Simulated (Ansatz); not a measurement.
# CH5AlO3: up Jacob's ladder to CCSD(T)

The task here is to estimate one member of a computed series from the others.

The runs use Ansatz 0.2.0, Gaussian basis; functionals in def2-TZVPP, the program's frozen cores in correlated methods.

Plan: LDA (SPW92), PBE-D4, revPBE-D4, BLYP-D4, r2SCAN-D4, B97M-V, PBE0-D4, B3LYP-D4, r2SCANh-D4, r2SCAN0-D4, HSE06-D4, BHLYP-D4, CAM-B3LYP-D4, LC-ωPBE, ωB97X-V, ωB97M-V, B2PLYP, PBE-QIDH; CCSD(T)/def2-SVP; CCSD(T)/def2-TZVPP; MP2/def2-QZVPP; extrapolation to the limit; RPA on PBE.

### The geometry

An earlier PBE0-D4 in a triple-zeta def2 set relaxation fixed the geometry.

SMILES `C[O][Al]([OH])[OH]`, 10 atoms, charge 0, spin multiplicity 1.

Atoms are counted from 1 here; the program's logs count them from 0.

Bond lengths: C1–O2 1.399 Å, C1–H6 1.096 Å, C1–H7 1.095 Å, C1–H8 1.095 Å, O2–Al3 1.678 Å, Al3–O4 1.689 Å, Al3–O5 1.689 Å, O4–H9 0.955 Å, O5–H10 0.955 Å. Angles: O2–C1–H6 112.5°, O2–C1–H7 110.0°, O2–C1–H8 110.0°, H6–C1–H7 108.1°, H6–C1–H8 108.1°, H7–C1–H8 107.9°, C1–O2–Al3 134.3°, O2–Al3–O4 120.5°, O2–Al3–O5 119.4°, O4–Al3–O5 120.1°, Al3–O4–H9 122.3°, Al3–O5–H10 122.5°.

Set-up of the first run:

File in.yaml:

```yaml
crystal:
  periodic: [false, false, false]
  atoms:
    - {symbol: C, position_ang: [-0.667024, 1.034627, 1.346314]}
    - {symbol: O, position_ang: [-0.411970, -0.190950, 0.721105]}
    - {symbol: Al, position_ang: [0.352916, -0.643785, -0.701816]}
    - {symbol: O, position_ang: [0.467466, -2.273109, -1.132689]}
    - {symbol: O, position_ang: [1.010479, 0.545298, -1.704944]}
    - {symbol: H, position_ang: [-0.278326, 1.885912, 0.775795]}
    - {symbol: H, position_ang: [-0.206922, 1.051622, 2.339910]}
    - {symbol: H, position_ang: [-1.745860, 1.173435, 1.473098]}
    - {symbol: H, position_ang: [0.107069, -2.971642, -0.589416]}
    - {symbol: H, position_ang: [1.455175, 0.337492, -2.524558]}
basis:
  gaussian: {orbitals: def2-TZVPP}
hamiltonian: {xc: lda}
output: {orbitals: {seedname: orbitals}}
```

Run with:

```
ansatz run in.yaml --threads 4 --pin off --events-out ev --progress --plain --max-ram 10444MiB
```

Among the steps run: LDA; PBE-D4 (GGA); revPBE-D4 (GGA); BLYP-D4 (GGA); r2SCAN-D4 (meta-GGA); B97M-V (meta-GGA); PBE0-D4 (hybrid); B3LYP-D4 (hybrid); r2SCANh-D4 (hybrid); r2SCAN0-D4 (hybrid); HSE06-D4 (hybrid); BHLYP-D4 (hybrid); CAM-B3LYP-D4 (range-separated); LC-ωPBE (range-separated); ωB97X-V (range-separated); ωB97M-V (range-separated); B2PLYP (double hybrid); PBE-QIDH (double hybrid).

One table of the session follows, with a row left open; its other results are not shown here.

It belongs to the step «Orbital energies across the functionals». 

```
  functional  HOMO (eV)  gap (eV)
 LDA (SPW92)      -6.65      5.20
      PBE-D4      -6.50      5.27
   revPBE-D4          ?         ?
     BLYP-D4      -6.41      5.20
   r2SCAN-D4      -6.83      6.12
      B97M-V      -6.91      5.84
     PBE0-D4      -8.07      7.72
    B3LYP-D4      -7.83      7.15
  r2SCANh-D4      -7.41      6.98
  r2SCAN0-D4      -8.30      8.26
    HSE06-D4      -7.66      6.94
    BHLYP-D4      -9.60      9.95
CAM-B3LYP-D4      -9.56     10.03
     LC-ωPBE     -10.92     12.75
     ωB97X-V     -10.57     12.15
     ωB97M-V     -10.50     11.71
```

Q: Estimate the row for revPBE-D4 from the others.

**Answer.** HOMO (eV): -6.44; gap (eV): 5.35. In the column «HOMO (eV)» it lies between PBE-D4 (-6.50) and BLYP-D4 (-6.41).
